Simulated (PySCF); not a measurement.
# A diatomic session: YbH

What are the lowest state that PBE0 finds, the bond length, vibrational wavenumber and bond energy of YbH, and how much do these hang on the method?

Computed with PySCF 2.14.0. Level: Yb x2c-TZVPall, H x2c-TZVPall, spin-free X2C with a Gaussian nucleus.

### Step 1. Set-up

Settings of the job:

```yaml
atoms: Yb, H
charge: 0
basis: Yb x2c-TZVPall, H x2c-TZVPall
Hamiltonian: spin-free X2C with a Gaussian nucleus
basis_functions: 110
electrons_treated: 71
masses_in_u: 173.9389, 1.0078
levels: PBE0, PBE, r²SCAN, TPSSh, revPBE, CAM-B3LYP, HF, MP2, SCS-MP2
grid: 80 radial by 434 angular points
occupations: held fixed by the projection of orbital angular momentum
dissociation_limit: Yb + H, each in its ground configuration
starting_distance_in_angstrom: 1.815
values_of_2S_to_try: 1, 3
```

Command:

```
> OMP_NUM_THREADS=4 python dia.py task.json out
```

The runs that follow: PBE0 along the bond; Excited determinants; PBE; r²SCAN; TPSSh; revPBE (GGA); CAM-B3LYP (range-separated hybrid); UHF.

What does the calculation give? Wanted: for each run, Re; ωe; De; μ.

As calculated:

Lowest PBE0 solution found, without spin–orbit coupling: ²Σ⁺ (doublet), unpaired electrons σ ↑, about 13.9 electrons in the 4f shell (Mulliken). State 2 has its PBE0 minimum 1.74 eV higher. The other levels ran on the lowest alone.

```tsv
level	Re (Å)	ωe (cm⁻¹)	De (eV)	μ (D)
UHF	2.125	1231	1.16	-2.87
UHF-MP2	2.006	1306	1.07	n/a
UHF-SCS-MP2	2.028	1293	1.13	n/a
PBE	2.020	1223	1.61	-2.42
revPBE	2.029	1211	1.63	-2.46
r²SCAN	2.002	1269	1.87	-2.45
TPSSh	2.020	1259	1.88	-2.49
PBE0	2.050	1222	1.52	-2.77
CAM-B3LYP	2.047	1228	1.56	-2.95
```

De is counted to Yb + H in their ground configurations. A positive dipole means Yb(−)H(+).

**Reading.** Bond lengths run from 2.002 Å (r²SCAN) to 2.125 Å (UHF). Among the levels with a De in the table, it runs from 1.07 eV (UHF-MP2) to 1.88 eV (TPSSh).

Correlated steps freeze 18 core orbitals. Spin–orbit coupling is left out. The state is the lowest single determinant that the PBE0 search found; with open d or f shells the true ground state can be another one. With spin–orbit coupling the term label itself may not hold.
